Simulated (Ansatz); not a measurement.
**CH6AlNO: small, medium and large basis sets**

One table from this session's results is given with a row withheld; the runs are named, their logs left out.

The runs use Ansatz 0.2.0, Gaussian basis; one geometry, several basis sets.

Levels to be run: PBE0-D4/def2-SVP; ωB97M-V/def2-SVP; PBE0-D4/def2-QZVPP; ωB97M-V/def2-QZVPP; the functionals' def2-TZVPP values are taken from earlier runs.

## Structure used throughout

The geometry comes from an earlier relaxation with PBE0-D4 in a triple-zeta def2 set; it is a stationary point, not always the lowest conformer.

10 atoms, charge 0, spin multiplicity 1.

Atoms are counted from 1 here; the program's logs count them from 0.

Bond lengths: N1–C2 1.286 Å, N1–H5 1.014 Å, N1–H6 1.022 Å, C2–Al4 2.085 Å, C2–H7 1.094 Å, O3–Al4 1.727 Å, O3–H8 0.955 Å, Al4–H9 1.602 Å, Al4–H10 1.641 Å. Angles: C2–N1–H5 125.2°, C2–N1–H6 116.5°, H5–N1–H6 118.2°, N1–C2–Al4 114.1°, N1–C2–H7 112.9°, Al4–C2–H7 132.9°, Al4–O3–H8 120.8°, C2–Al4–O3 109.9°, C2–Al4–H9 102.3°, C2–Al4–H10 91.5°, O3–Al4–H9 115.8°, O3–Al4–H10 116.5°, H9–Al4–H10 116.5°.

Geometry (Å):

```xyz
10
CH6AlNO
N     0.8718   -0.4569   -1.4102
C    -0.1983   -0.6916   -0.7363
O    -0.7925   -0.0878    2.2749
Al   -0.5888    0.7101    0.7571
H     1.1843   -0.9878   -2.2154
H     1.4361    0.3402   -1.1076
H    -0.7547   -1.5563   -1.1087
H    -0.0492   -0.2288    2.8570
H    -1.8827    1.4632    0.1871
H     0.8570    1.4447    0.5051
```

The first run:

The input, in.yaml:

```yaml
crystal:
  periodic: [false, false, false]
  atoms:
    - {symbol: N, position_ang: [0.871830, -0.456939, -1.410161]}
    - {symbol: C, position_ang: [-0.198291, -0.691607, -0.736288]}
    - {symbol: O, position_ang: [-0.792540, -0.087789, 2.274947]}
    - {symbol: Al, position_ang: [-0.588757, 0.710092, 0.757067]}
    - {symbol: H, position_ang: [1.184307, -0.987816, -2.215397]}
    - {symbol: H, position_ang: [1.436135, 0.340193, -1.107615]}
    - {symbol: H, position_ang: [-0.754672, -1.556309, -1.108724]}
    - {symbol: H, position_ang: [-0.049217, -0.228771, 2.857036]}
    - {symbol: H, position_ang: [-1.882691, 1.463152, 0.187068]}
    - {symbol: H, position_ang: [0.856995, 1.444695, 0.505066]}
basis:
  gaussian: {orbitals: def2-SVP}
hamiltonian: {xc: pbe0, dispersion: d4}
output: {orbitals: {seedname: orbitals}}
```

Command:

```bash
$ ansatz run in.yaml --threads 2 --pin off --events-out ev --progress --plain --max-ram 4352MiB
```

Steps of the session up to this table: PBE0-D4 in def2-SVP; ωB97M-V in def2-SVP; PBE0-D4 in def2-QZVPP; ωB97M-V in def2-QZVPP.

One of the session's tables, all rows but one given; the rest of the session is left out.

| functional | basis | HOMO (eV) | LUMO (eV) |
| --- | --- | --- | --- |
| PBE0-D4 | def2-SVP | ? | ? |
| PBE0-D4 | def2-TZVPP | -7.10 | -2.20 |
| PBE0-D4 | def2-QZVPP | -7.13 | -2.25 |
| ωB97M-V | def2-SVP | -9.10 | 0.27 |
| ωB97M-V | def2-TZVPP | -9.32 | 0.07 |
| ωB97M-V | def2-QZVPP | -9.36 | -0.01 |

Q: Estimate the row for PBE0-D4, def2-SVP from the others.

**Answer.** HOMO (eV): -6.93; LUMO (eV): -2.09. In the column «HOMO (eV)» it is the highest.
